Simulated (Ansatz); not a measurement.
# MnF2 (P4_2/mnm): equation of state

How stiff is MnF2 (P4_2/mnm)? Energies and pressures are computed at volumes on both sides of the relaxed cell and fitted.

Computed with Ansatz 0.2.0 (DFT PBE, scalar-relativistic, plane waves, PAW, unless a step's input says otherwise).

## Step 1: The starting structure

Symmetry: P4_2/mnm, No. 136, tetragonal system. The conventional cell has a = 4.936 Å, b = 4.936 Å, c = 3.321 Å, α = 90.00°, β = 90.00°, γ = 90.00°. Mn (site symmetry mmm) has 6 F at 2.12 to 2.15 Å as nearest neighbours. F (site symmetry m2m) has 3 Mn at 2.12 to 2.15 Å as nearest neighbours.

Coordinates:

```cif
data_structure
_symmetry_space_group_name_H-M 'P 1'
_symmetry_Int_Tables_number 1
_cell_length_a 4.9362
_cell_length_b 4.9362
_cell_length_c 3.3209
_cell_angle_alpha 90.000
_cell_angle_beta 90.000
_cell_angle_gamma 90.000
_cell_volume 80.92
loop_
_atom_site_label
_atom_site_type_symbol
_atom_site_fract_x
_atom_site_fract_y
_atom_site_fract_z
_atom_site_occupancy
Mn1 Mn 0.00000 0.00000 0.00000 1
Mn2 Mn 0.50000 0.50000 0.50000 1
F1 F 0.30349 0.30349 0.00000 1
F2 F 0.19651 0.80349 0.50000 1
F3 F 0.69651 0.69651 0.00000 1
F4 F 0.80349 0.19651 0.50000 1
```

An earlier run at PBE left this cell at 13.486 Å³/atom and -0.01 GPa (6×6×8 mesh). The large moments point both ways and cancel.

Volume factors to run: 0.980, 1.020, 0.960, 1.040.

## Step 2: Scaling the volume by 0.980

File input.yaml:

```yaml
crystal:
  lattice:
    - [4.9030546064, -8.1e-09, 0.0]
    - [-8.1e-09, 4.9030546064, 0.0]
    - [0.0, 0.0, 3.2986275007]
  atoms:
    - { symbol: Mn, position: [0.0, 0.0, 0.0], spin: 4.58 }
    - { symbol: Mn, position: [0.5, 0.5, 0.5], spin: -4.58 }
    - { symbol: F, position: [0.3034903175, 0.3034903175, 0.0] }
    - { symbol: F, position: [0.1965096811, 0.8034903189, 0.5] }
    - { symbol: F, position: [0.6965096825, 0.6965096825, 0.0] }
    - { symbol: F, position: [0.8034903189, 0.1965096811, 0.5] }
basis:
  ecutwfc: 420
  ecutrho_ratio: 4
kpoints:
  mp_grid: { grid: [6, 6, 8] }
hamiltonian:
  xc: pbe
scf:
  occupations: { method: gaussian, width: 0.05 }
output:
  forces: true
  stress: true
  eigenvalues: true
  populations: true
magnetization:
  spin_polarized: true
relax:
  f_tol: 0.01
  max_steps: 40
  cell: { stress_tol: 0.1, fix: [volume] }
```

Started as:

```console
$ ansatz run input.yaml --threads 2 --pin off --max-ram 5120MiB --backend cpu --events-out ev --progress --plain --runs-dir out
```

The runs that follow: Volume × 1.020; Scaling the volume by 0.960; Volume × 1.040.

What does the calculation give? Wanted: V0; B0; B0′; scatter of the fit.

The runs gave:

```
          quantity           value
                V0  13.485 Å³/atom
                B0          83 GPa
               B0′             5.2
scatter of the fit  0.002 meV/atom
```

The fitted minimum lies at 13.48 Å³/atom, and the bulk modulus is 83 GPa. One per cent of compression takes about 0.83 GPa. The moment on atom 1 grows from 4.12 to 4.22 μB on expansion. These are values at 0 K without zero-point motion.
